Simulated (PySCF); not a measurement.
# C₃H₆BrFO: magnetic properties

What do calculations give for the magnetic properties of C₃H₆BrFO (`O[C@@H](CF)CBr`)?

Programs: PySCF 2.14.0, with routines of our own; each step states its level. All values are computed. Atoms count from 0.

## 1. The starting structure

12 atoms, charge 0, multiplicity 1; geometry from: GFN2-xTB.

## 2. Magnetic properties: GIAO CAM-B3LYP/pcSseg-1

Job settings and geometry (Å):

```
{"job": {"kind": "mag", "xc": "CAM-B3LYP", "basis": "pcSseg-1", "isotopologues": 2}, "charge": 0, "multiplicity": 1}
O      0.286560     1.479354    -0.737101
C      0.126937     0.428841     0.184393
C     -1.222364    -0.270427    -0.010129
F     -2.224602     0.643864     0.206856
C      1.289558    -0.522637    -0.063037
Br     1.345826    -1.931920     1.260232
H     -0.500958     2.037067    -0.705948
H      0.170983     0.816191     1.216610
H     -1.335086    -0.627769    -1.039138
H     -1.367518    -1.085509     0.703925
H      2.229683     0.022797     0.000268
H      1.202179    -0.990537    -1.042959
```

With the program's defaults for keys left out, this is: GIAO CAM-B3LYP/pcSseg-1 magnetisability, rotational g tensor and spin-rotation constants, non-relativistic, gas phase.

Launch:

```
> OMP_NUM_THREADS=1 python excited_run.py task.json out
```

This one command runs all jobs of the session in turn.

What it wrote:

```text
coarse grid: 48184 points
cycle   1  E = -2866.7453013150  dE = -4.569e-01  |g| = 1.037e+00  |ddm| = 2.962e+00
cycle   2  E = -2866.7004418110  dE =  4.486e-02  |g| = 1.037e+00  |ddm| = 1.163e+00
cycle   3  E = -2866.8567462759  dE = -1.563e-01  |g| = 1.752e-01  |ddm| = 7.545e-01
cycle   4  E = -2866.8612306214  dE = -4.484e-03  |g| = 2.997e-02  |ddm| = 9.921e-02
cycle   5  E = -2866.8612978786  dE = -6.726e-05  |g| = 6.030e-03  |ddm| = 1.986e-02
cycle   6  E = -2866.8613027932  dE = -4.915e-06  |g| = 1.603e-03  |ddm| = 7.271e-03
final grid: 101744 points
cycle   7  E = -2866.8612871902  dE = -1.074e-07  |g| = 1.759e-03  |ddm| = 3.209e-03
cycle   8  E = -2866.8612869898  dE =  2.004e-07  |g| = 2.146e-03  |ddm| = 2.659e-03
cycle   9  E = -2866.8612876624  dE = -6.726e-07  |g| = 9.625e-05  |ddm| = 1.395e-03
cycle  10  E = -2866.8612876640  dE = -1.556e-09  |g| = 2.626e-05  |ddm| = 1.048e-04
cycle  11  E = -2866.8612876641  dE = -1.655e-10  |g| = 7.361e-06  |ddm| = 4.305e-05
converged SCF energy = -2866.8612876641

Magnetisability tensor (1e-30 J/T^2)
    -1227.77       47.16       12.70
       47.16    -1302.92       71.14
       12.70       71.14    -1274.29
isotropic -1268.33   principal values   -1367.43  -1257.75  -1179.80
isotropic susceptibility -76.380 1e-6 cm^3/mol

Inertial axes            a          b          c
rot. const./GHz      4.5574     1.0155     0.8616
chi total           -80.649    -75.583    -72.909
chi diamagnetic    -351.728  -1120.974  -1316.912
chi paramagnetic    271.079   1045.390   1244.003
quadrupole/D A       -2.382     -1.604      3.986
g nuclear            0.5675     0.4932     0.4965
g electronic        -0.5804    -0.4987    -0.5035
g total             -0.0129    -0.0055    -0.0071

Spin-rotation constants (kHz, H = +C I.J)
atom  isotope        aa         bb         cc
  3    19F        2.222      0.141     -0.066
  5   79Br        3.157      1.120      1.308
  6     1H       -0.010     -0.111     -0.098
  7     1H       -0.463     -0.107      0.049
  8     1H       -0.506     -0.099      0.050
  9     1H       -0.187      0.005     -0.083
 10     1H       -0.450      0.009     -0.068
 11     1H       -0.500     -0.111      0.034
  0    17O*      -0.341     -0.101     -0.073
  1    13C*       1.003      0.241      0.211
  2    13C*       1.044      0.279      0.229
  4    13C*       0.720      0.180      0.170
* in the singly substituted isotopologue

Isotopologues: g along a, b, c
2H    at 6,7,8,9,10,11     -0.0113    -0.0053    -0.0068
18O   at 0                 -0.0123    -0.0055    -0.0069
```

Wall time 26 s (1 thread of Arm Neoverse V2, shared host); peak memory 0.88 GiB.

In short:

```csv
quantity,value
magnetisability,-1268·10⁻³⁰ J/T²
molar susceptibility,-76.4·10⁻⁶ cm³/mol
"rotational g (a, b, c)","-0.0129, -0.0055, -0.0071"
```

## 3. Magnetic properties: GIAO LDA/3-21G

The job, as its differences from that of step 2:

```diff
@@ -1,2 +1,2 @@
-{"job": {"kind": "mag", "xc": "CAM-B3LYP", "basis": "pcSseg-1", "isotopologues": 2}, "charge": 0, "multiplicity": 1}
+{"job": {"kind": "mag", "xc": "LDA", "basis": "3-21G", "scf": {"level_shift": 0.1}}, "charge": 0, "multiplicity": 1}
 O      0.286560     1.479354    -0.737101
```

Method: GIAO LDA/3-21G magnetisability, rotational g tensor and spin-rotation constants, non-relativistic, gas phase.

What it wrote:

```text
final grid: 101744 points
cycle   1  E = -2847.2337447510  dE = -2.144e+00  |g| = 7.604e-01  |ddm| = 3.300e+00
cycle   2  E = -2847.1125473669  dE =  1.212e-01  |g| = 1.178e+00  |ddm| = 2.187e+00
cycle   3  E = -2847.3391572443  dE = -2.266e-01  |g| = 1.239e-01  |ddm| = 1.065e+00
cycle   4  E = -2847.3430799794  dE = -3.923e-03  |g| = 1.829e-02  |ddm| = 2.175e-01
cycle   5  E = -2847.3431516873  dE = -7.171e-05  |g| = 9.307e-03  |ddm| = 3.352e-02
cycle   6  E = -2847.3431682574  dE = -1.657e-05  |g| = 2.740e-03  |ddm| = 9.079e-03
cycle   7  E = -2847.3431697839  dE = -1.526e-06  |g| = 7.526e-04  |ddm| = 3.353e-03
cycle   8  E = -2847.3431698879  dE = -1.040e-07  |g| = 1.673e-04  |ddm| = 9.154e-04
cycle   9  E = -2847.3431698924  dE = -4.549e-09  |g| = 7.788e-05  |ddm| = 3.089e-04
cycle  10  E = -2847.3431698940  dE = -1.544e-09  |g| = 9.728e-06  |ddm| = 8.756e-05
cycle  11  E = -2847.3431698940  dE = -3.183e-11  |g| = 4.456e-06  |ddm| = 2.020e-05
level shift removed, Fock matrix diagonalised once more
converged SCF energy = -2847.3431698940

Magnetisability tensor (1e-30 J/T^2)
    -1216.66       45.44       15.57
       45.44    -1290.10       64.41
       15.57       64.41    -1274.09
isotropic -1260.28   principal values   -1351.62  -1255.73  -1173.50
isotropic susceptibility -75.896 1e-6 cm^3/mol

Inertial axes            a          b          c
rot. const./GHz      4.5574     1.0155     0.8616
chi total           -79.648    -75.023    -73.017
chi diamagnetic    -350.117  -1117.655  -1313.403
chi paramagnetic    270.469   1042.632   1240.386
quadrupole/D A       -0.341     -2.463      2.805
g nuclear            0.5675     0.4932     0.4965
g electronic        -0.5791    -0.4974    -0.5021
g total             -0.0116    -0.0042    -0.0056

Spin-rotation constants (kHz, H = +C I.J)
atom  isotope        aa         bb         cc
  3    19F        2.591      0.016     -0.164
  5   79Br        2.907      0.989      1.122
  6     1H       -0.047     -0.125     -0.111
  7     1H       -0.470     -0.111      0.039
  8     1H       -0.532     -0.102      0.042
  9     1H       -0.190     -0.007     -0.086
 10     1H       -0.488     -0.001     -0.074
 11     1H       -0.525     -0.120      0.026
  0    17O*      -0.332     -0.092     -0.055
  1    13C*       0.805      0.192      0.172
  2    13C*       0.836      0.224      0.186
  4    13C*       0.522      0.132      0.129
* in the singly substituted isotopologue
```

Wall time 6 s (1 thread of Arm Neoverse V2, shared host); peak memory 0.53 GiB.

In short:

```csv
quantity,value
magnetisability,-1260·10⁻³⁰ J/T²
molar susceptibility,-75.9·10⁻⁶ cm³/mol
"rotational g (a, b, c)","-0.0116, -0.0042, -0.0056"
```

## 4. Magnetic properties: GIAO X3LYP/ANO-RCC-VDZP

The job, as its differences from that of step 3:

```diff
@@ -1,2 +1,2 @@
-{"job": {"kind": "mag", "xc": "LDA", "basis": "3-21G", "scf": {"level_shift": 0.1}}, "charge": 0, "multiplicity": 1}
+{"job": {"kind": "mag", "xc": "X3LYP", "basis": "ANO-RCC-VDZP"}, "charge": 0, "multiplicity": 1}
 O      0.286560     1.479354    -0.737101
```

Level: GIAO X3LYP/ANO-RCC-VDZP magnetisability, rotational g tensor and spin-rotation constants, non-relativistic, gas phase.

ANO-RCC is contracted for a relativistic Hamiltonian, so without one its core functions misfit and properties at heavier nuclei are off.

What it wrote:

```text
coarse grid: 48184 points
cycle   1  E = -2845.0983591281  dE =  6.086e-01  |g| = 7.377e-01  |ddm| = 4.643e+00
cycle   2  E = -2844.9339449200  dE =  1.644e-01  |g| = 1.198e+00  |ddm| = 1.433e+00
cycle   3  E = -2845.1984687952  dE = -2.645e-01  |g| = 6.617e-02  |ddm| = 9.407e-01
cycle   4  E = -2845.1993023175  dE = -8.335e-04  |g| = 2.214e-02  |ddm| = 7.566e-02
cycle   5  E = -2845.1994003292  dE = -9.801e-05  |g| = 9.036e-03  |ddm| = 2.811e-02
cycle   6  E = -2845.1994182546  dE = -1.793e-05  |g| = 2.065e-03  |ddm| = 9.954e-03
cycle   7  E = -2845.1994192594  dE = -1.005e-06  |g| = 5.272e-04  |ddm| = 2.322e-03
final grid: 101744 points
cycle   8  E = -2845.1996446332  dE = -5.205e-09  |g| = 6.765e-04  |ddm| = 1.731e-03
cycle   9  E = -2845.1996445422  dE =  9.098e-08  |g| = 9.195e-04  |ddm| = 1.397e-03
cycle  10  E = -2845.1996447409  dE = -1.986e-07  |g| = 7.596e-05  |ddm| = 8.149e-04
cycle  11  E = -2845.1996447423  dE = -1.401e-09  |g| = 5.512e-06  |ddm| = 7.973e-05
cycle  12  E = -2845.1996447423  dE = -1.910e-11  |g| = 1.806e-06  |ddm| = 7.167e-06
converged SCF energy = -2845.1996447423

Magnetisability tensor (1e-30 J/T^2)
    -1235.70       39.50       12.48
       39.50    -1307.13       68.24
       12.48       68.24    -1276.04
isotropic -1272.96   principal values   -1365.94  -1260.68  -1192.25
isotropic susceptibility -76.659 1e-6 cm^3/mol

Inertial axes            a          b          c
rot. const./GHz      4.5574     1.0155     0.8616
chi total           -80.493    -76.214    -73.271
chi diamagnetic    -352.104  -1122.035  -1317.761
chi paramagnetic    271.612   1045.821   1244.490
quadrupole/D A       -3.038     -1.096      4.134
g nuclear            0.5675     0.4932     0.4965
g electronic        -0.5815    -0.4989    -0.5037
g total             -0.0140    -0.0057    -0.0073

Spin-rotation constants (kHz, H = +C I.J)
atom  isotope        aa         bb         cc
  3    19F        2.340      0.123     -0.095
  5   79Br        2.991      1.083      1.322
  6     1H        0.002     -0.107     -0.096
  7     1H       -0.462     -0.107      0.051
  8     1H       -0.520     -0.100      0.052
  9     1H       -0.178      0.005     -0.084
 10     1H       -0.448      0.011     -0.068
 11     1H       -0.498     -0.112      0.036
  0    17O*      -0.334     -0.117     -0.076
  1    13C*       0.997      0.239      0.211
  2    13C*       1.027      0.274      0.225
  4    13C*       0.712      0.179      0.172
* in the singly substituted isotopologue
```

It took 29 s on 1 thread of Arm Neoverse V2, shared host; peak memory 0.78 GiB.

In short:

```csv
quantity,value
magnetisability,-1273·10⁻³⁰ J/T²
molar susceptibility,-76.7·10⁻⁶ cm³/mol
"rotational g (a, b, c)","-0.0140, -0.0057, -0.0073"
```

## 5. The levels compared

```csv
level,ξ (10⁻³⁰ J/T²),g(a),g(b),gap (eV),functions,time
GIAO CAM-B3LYP/pcSseg-1,-1268,-0.0129,-0.0055,10.60,156,26 s
GIAO LDA/3-21G,-1260,-0.0116,-0.0042,5.09,79,6 s
GIAO X3LYP/ANO-RCC-VDZP,-1273,-0.0140,-0.0057,7.57,127,29 s
```

## 6. Summary of results

| quantity | value |
| --- | --- |
| magnetisability (step 2, GIAO CAM-B3LYP/pcSseg-1) | -1268·10⁻³⁰ J/T² |
| molar susceptibility (step 2, GIAO CAM-B3LYP/pcSseg-1) | -76.4·10⁻⁶ cm³/mol |
| rotational g (a, b, c) (step 2, GIAO CAM-B3LYP/pcSseg-1) | -0.0129, -0.0055, -0.0071 |
| magnetisability over the levels | -1273 to -1260·10⁻³⁰ J/T² |

In words: Steps that list no spin-orbit terms leave them out, which matters at and beside the heavy atoms. The magnetisability spreads by 1.0 % over 3 levels, from GIAO X3LYP/ANO-RCC-VDZP (29 s) to GIAO LDA/3-21G (6 s); the runs took 6 s to 29 s. Vibrational averaging and real surroundings are missing from these values.
